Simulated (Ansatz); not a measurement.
This script drives Ansatz 0.2.0 through its Python package.

The script, `cak_methods.py`:
```python
from pathlib import Path
import warnings

import ansatz as az
import numpy as np

GEOMETRY = """
K     0.00000    0.00000    0.00000
Ca    0.00000    0.00000    3.53500
"""

warnings.simplefilter("ignore", az.DeckWarning)

geometry = az.Crystal.molecule()
for line in GEOMETRY.strip().splitlines():
    symbol, *xyz = line.split()
    geometry = geometry.atom(symbol, [float(v) for v in xyz])

calculation = geometry.calculation().basis(gaussian="def2-SVP").spin("collinear", total=1)

print("functional    E (Ha)        dipole (D)   HOMO (eV)  LUMO (eV)")
for name in ["r2scan0", "cam_b3lyp", "pbe0", "lda"]:
    data = calculation.functional(name).forces().orbitals().run(runs_dir="runs").report
    lines = Path(data["orbitals_path"]).read_text().splitlines()
    field_of = lambda key: [line.split("=")[1].strip() for line in lines if line.startswith(key)]
    orbitals = [(27.211386 * float(e), s, float(n)) for e, s, n in zip(field_of("Ene="), field_of("Spin="), field_of("Occup="))]
    homo = max(e for e, _, n in orbitals if n > 0.5)
    lumo = min(e for e, _, n in orbitals if n < 0.5)
    dipole = 4.803205 * np.linalg.norm(data["charge_distribution"]["dipole_moment_e_ang"])
    print(f"{name:10s} {data['free_energy_ev'] / 27.211386246:14.6f} {dipole:9.3f} {homo:11.3f} {lumo:10.3f}")
```

It is started by `python cak_methods.py`. Estimate its wall time and peak memory on 1 thread of Arm Neoverse V1, with other jobs on the host.

It took about 34 s, with a peak of 0.29 GiB, for 4 runs of the engine.

```console
$ python cak_methods.py
functional    E (Ha)        dipole (D)   HOMO (eV)  LUMO (eV)
r2scan0      -1277.225691     2.130      -2.909     -1.228
cam_b3lyp    -1277.347070     1.244      -3.422     -0.936
pbe0         -1276.953222     1.692      -2.834     -1.428
lda          -1273.718760     0.951      -2.492     -2.143
```

What to keep in mind:
- Total energies depend on the basis set; only differences at equal settings carry meaning.
- The geometry is a force-field or estimated start, not a minimum of this method, and the basis set is short of its limit. A lower total doesn't mark the better method: functionals have no common bound, and MP2 and coupled cluster aren't variational.
- The species is open-shell (spin multiplicity 2).
- Levels such as HOMO and LUMO are orbital energies: with these approximate functionals they aren't the ionisation energy and electron affinity, and their gap isn't the fundamental gap.
- The spin state was assumed, and another may lie lower.

(Lines on the test bed's own set-up are left out of the output.)
